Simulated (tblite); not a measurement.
# C4H15BN2: the cost of one run

The runs use tblite 0.8.0 and PySCF 2.14.0, with density-fitted response routines of our own; the level of theory stands in each step. All values are computed, except where a source is named. Atoms are numbered from 0 throughout.

### Step 1. The molecule as given

22 atoms, charge 0, multiplicity 1; geometry from: force field or distance geometry start.

Bonds of the start (Å): B0–N1 1.54, N1–C2 1.42, N1–C3 1.45, N1–C4 1.44, C4–C5 1.50, C5–N6 1.46, B0–H7 1.17, B0–H8 1.20, B0–H9 1.19, C2–H10 1.09, C2–H11 1.13, C2–H12 1.11, C3–H13 1.11, C3–H14 1.11, C3–H15 1.09, C4–H16 1.11, C4–H17 1.13, C5–H18 1.12, C5–H19 1.09, N6–H20 1.04, N6–H21 1.06.

### Step 2. Optimising the geometry with GFN2-xTB

Job settings and geometry (Å):

```
{"job": {"kind": "relax", "xc": "GFN2-xTB", "basis": "xTB"}, "charge": 0, "multiplicity": 1}
B     -1.823100    -0.976100     0.404300
N     -0.613400    -0.101900     0.041000
C     -0.831500     0.361000    -1.287400
C     -0.692000     1.052400     0.916400
C      0.571500    -0.892700     0.226700
C      1.801900    -0.360700    -0.441700
N      2.212200     0.959100     0.016100
H     -1.800700    -2.005400    -0.158100
H     -2.781200    -0.349500     0.043400
H     -1.866900    -1.068900     1.589500
H     -0.064100     1.035700    -1.676700
H     -1.800000     0.943900    -1.247500
H     -1.058300    -0.485500    -1.964200
H     -1.648800     1.553100     0.672200
H     -0.775700     0.726200     1.971000
H      0.092500     1.782300     0.743300
H      0.806500    -0.975300     1.313200
H      0.395400    -1.924100    -0.188800
H      2.650800    -1.031100    -0.136800
H      1.756700    -0.416500    -1.530800
H      3.133000     1.227200    -0.376100
H      2.324900     0.966500     1.070100
```

On the command line:

```console
$ OMP_NUM_THREADS=1 python probes_run.py task.json out
```

One launch serves the whole session: the jobs run in the order shown.

**Question.** How long does this first job take on 1 thread of Intel Xeon at 2.50GHz, shared host, and how much memory does it need?

About 2 s, with a peak of 0.18 GiB.
